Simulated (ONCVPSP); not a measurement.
**An ONCV potential for F, from input to tests**

Do these settings give a usable potential? It is generated, then checked for transferability, scattering, ghosts and hardness.

The numbers are computed with ONCVPSP 4.0.1 (PBE, scalar-relativistic, spin-unpolarised reference atom).

## 1. The atom and the settings

The settings as typed:

```json
{
 "element": "fluorine (F, Z = 9)",
 "type": "optimised norm-conserving Vanderbilt (ONCV)",
 "frozen core": "[He]",
 "valence charge": "7",
 "reference configuration": "2s2 2p5",
 "partial waves": "2s: rc 0.85 bohr, ncon 4, nbas 6, qcut 8.8 1/bohr, local; 2p: rc 1.80 bohr, ncon 4, nbas 8, qcut 6.6 1/bohr, 3 projectors, debl 3.4 Ha; d scattering state at 0.29 Ha: rc 1.85 bohr, ncon 4, nbas 8, qcut 5.3 1/bohr, 2 projectors, debl 1.2 Ha",
 "local potential": "the s channel",
 "core correction": "not asked for"
}
```

The outer shells as boxes (Hund's rule for the drawing; the calculation is spin-unpolarised):

```
[He] core
2s [↑↓]
2p [↑↓][↑↓][↑ ]
```

An earlier all-electron run gives the scale for the radii.

All-electron outer shells of the reference configuration (PBE, scalar-relativistic, ld1.x):

```csv
shell,level (eV),outermost node (bohr),outermost maximum (bohr)
1s,-663.37,–,0.11
2s,-29.90,0.24,0.76
2p,-11.11,–,0.71
```

## 2. Generation

F.dat reads:

```
# ATOM AND REFERENCE CONFIGURATION
# atsym  z   nc   nv     iexc    psfile
  F 9.00    1    2        4      upf
#
#   n    l    f
    1    0    2.00
    2    0    2.00
    2    1    5.00
#
# PSEUDOPOTENTIAL AND OPTIMIZATION
# lmax
    2
#
#   l,   rc,      ep,       ncon, nbas, qcut
    0    0.85    0.00    4    6    8.80
    1    1.80    0.00    4    8    6.60
    2    1.85    0.29    4    8    5.30
#
# LOCAL POTENTIAL
# lloc, lpopt,  rc(5),   dvloc0
    0    5    0.85    0.00
#
# VANDERBILT-KLEINMAN-BYLANDER PROJECTORs
# l, nproj, debl
    0    0    2.10
    1    3    3.40
    2    2    1.20
#
# MODEL CORE CHARGE
# icmod, fcfact, rcfact
    0    0.00    0.00
#
# LOG DERIVATIVE ANALYSIS
# epsh1, epsh2, depsh
   -3.00    5.00    0.02
#
# OUTPUT GRID
# rlmax, drl
    6.00    0.01
#
# TEST CONFIGURATIONS
# ncnf
    4
# nvcnf
#   n    l    f
    2
    2    0    2.00
    2    1    4.00
#
    2
    2    0    2.00
    2    1    3.00
#
    2
    2    0    2.00
    2    1    2.00
#
    2
    2    0    2.00
    2    1    1.00
#
```

Launch:

```console
$ oncvpsp.x < F.dat > F.out
```

Before running it: what results should come out? Wanted: cutoffs for 1 and 0.1 mHa per electron, occupied waves; bound ghosts; GHOST(+) flags; largest test error; largest phase difference near zero energy, channels read.

As calculated:

```
                                                quantity                   value
  cutoffs for 1 and 0.1 mHa per electron, occupied waves        76 Ha and 105 Ha
                                            bound ghosts              none found
                                          GHOST(+) flags      none at low energy
                            largest test error (AE − PS)  +8708 meV, for 2s2 2p1
largest phase difference near zero energy, channels read               0.002 rad
```

By total energies transferability is poor: the largest error is 8708 meV on 204.2 eV, for 2s2 2p1. That test lies far up in energy; among those under 40 eV, nearer to bonding, the largest error is 153 meV. It counts as very hard, with 76 Ha needed at the looser tolerance. At the looser tolerance the 2s wave is the slowest; 2p needs 19 Ha. No bound ghost shows below the valence levels. Near zero energy the phases of the channels with partial waves agree within 0.002 rad. All of this concerns the isolated atom, not yet a solid.
